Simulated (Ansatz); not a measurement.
# K3Cd2Os: the cost of one run

Program: Ansatz 0.2.0. Level of theory: DFT PBE, scalar-relativistic, plane waves, PAW. These are calculated values, not measurements.

1 further run of the same task is left out (it didn't finish). Runs told in other sessions of the task aren't counted.

### Step 1. The structure to begin with

The structure is trigonal, space group R-3m (No. 166). The conventional cell has a = 6.250 Å, b = 6.250 Å, c = 13.651 Å, α = 90.00°, β = 90.00°, γ = 120.00°. K (site symmetry 2/m) is surrounded by 2 Os at 2.90 Å and 4 K at 3.13 Å and 2 Cd at 3.36 Å. Cd (site symmetry 3m) is surrounded by 9 K at 3.36 to 3.57 Å and 4 Cd at 3.43 to 3.78 Å and 3 Os at 3.65 Å. Os (site symmetry -3m) has 6 K at 2.90 Å in its first shell of neighbours.

Coordinates:

```xyz
6
Lattice="3.1252 1.8043 4.5502 -3.1252 1.8043 4.5502 0.0000 -3.6086 4.5502" Properties=species:S:1:pos:R:3 pbc="T T T"
K     0.0000   -1.8043    2.2751
K    -1.5626    0.9022    2.2751
K     1.5626    0.9022    2.2751
Cd    0.0000    0.0000    5.1095
Cd    0.0000    0.0000    8.5411
Os    0.0000    0.0000    0.0000
```

A structure generator made this guess: species swapped into a database cell of Mg2Ni3P (R-3m, No. 166), with Cd on the Mg sites, K on the Ni sites and Os on the P sites. Its size is a rough estimate.

### Step 2. A first look at the guess

Contents of input.yaml:

```yaml
crystal:
  lattice:
    - [3.12516332, 1.80431388, 4.55020316]
    - [-3.12516332, 1.80431388, 4.55020316]
    - [0.0, -3.60862777, 4.55020316]
  atoms:
    - { symbol: K, position: [0.0, 0.0, 0.5] }
    - { symbol: K, position: [0.0, 0.5, 0.0] }
    - { symbol: K, position: [0.5, 0.0, 0.0] }
    - { symbol: Cd, position: [0.37430349, 0.37430349, 0.37430349] }
    - { symbol: Cd, position: [0.62569651, 0.62569651, 0.62569651] }
    - { symbol: Os, position: [0.0, 0.0, 0.0] }
basis:
  ecutwfc: 420
kpoints:
  mp_grid: { grid: [3, 3, 3] }
hamiltonian:
  xc: pbe
scf:
  occupations: { method: gaussian, width: 0.1 }
  lower_state_search: "off"
output:
  forces: true
  stress: true
  eigenvalues: true
```

Command:

```
> ansatz run input.yaml --threads 1 --pin off --max-ram 2560MiB --backend cpu --events-out ev --progress --plain --runs-dir out
```

Q: Estimate wall time and peak memory on 1 thread of Intel Xeon Platinum 8488C (Sapphire Rapids), shared host.

About 1.7 s, with a peak of 0.47 GiB.
